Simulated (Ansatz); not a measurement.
Write the native input for Ansatz 0.2.0 that does the following.

| Item | Value |
| --- | --- |
| Task | single point |
| Functional | PBEsol |
| Potentials or basis | Ansatz PAW |
| Cutoff | 420 eV (not typed: the program's choice for these potentials) |
| k mesh | 6 × 6 × 6 |
| Occupations | fermi-dirac, width 0.05 eV |
| Spin | no spin polarisation |

Zr3S2:

```
Zr S
1.0
     2.90254    1.67578    3.48777
    -2.90254    1.67578    3.48777
     0.00000   -3.35156    3.48777
Zr S
3 2
Direct
  0.84516 0.49576 0.14686
  0.49626 0.16190 0.84770
  0.14023 0.85679 0.49747
  0.65685 0.66433 0.66125
  0.33267 0.34574 0.33784
```

The cell comes from a database or a generator and needn't be the stable form of this composition.

The cell isn't the ideal one: atoms moved at random, drawn with an rms of 0.05 Å.

One way to write it, as run:

input.yaml

```yaml
crystal:
  lattice:
    - [2.9025379727, 1.6757810799, 3.4877732718]
    - [-2.9025379727, 1.6757810799, 3.4877732718]
    - [0.0, -3.3515621597, 3.4877732718]
  atoms:
    - { symbol: Zr, position: [0.845164, 0.495759, 0.146856] }
    - { symbol: Zr, position: [0.496257, 0.161903, 0.847701] }
    - { symbol: Zr, position: [0.140233, 0.856792, 0.497468] }
    - { symbol: S, position: [0.656848, 0.664325, 0.661247] }
    - { symbol: S, position: [0.332667, 0.345742, 0.337843] }
hamiltonian:
  xc: pbesol
  pseudopotentials: { kind: paw }
kpoints:
  mp_grid: { grid: [6, 6, 6] }
scf:
  occupations: { method: fermi_dirac, width: 0.05 }
output:
  forces: true
  stress: true
  eigenvalues: true
  write_density: true
  write_potential: true
  elf: true
  volumetric_format: npy
```

Potentials or basis: Ansatz PAW.

Launch:

```bash
$ ansatz run input.yaml --threads 2 --pin off --max-ram 5632MiB --backend cpu --events-out ev --progress --plain --runs-dir out
```

It gave:

```json
{
  "Pressure": "-5.7 GPa",
  "Largest force": "0.886 eV/Å",
  "Band gap on the k mesh": "none (metal or under the smearing width)"
}
```

Caveat: the PAW data sets come from PBE, with cores solved anew for the run's functional, which leaves a small shift of forces and pressure.

Run time: 8 s on 2 threads of Intel(R) Xeon(R) 6975P-C (Granite Rapids), on a shared host, peak memory 0.55 GiB.
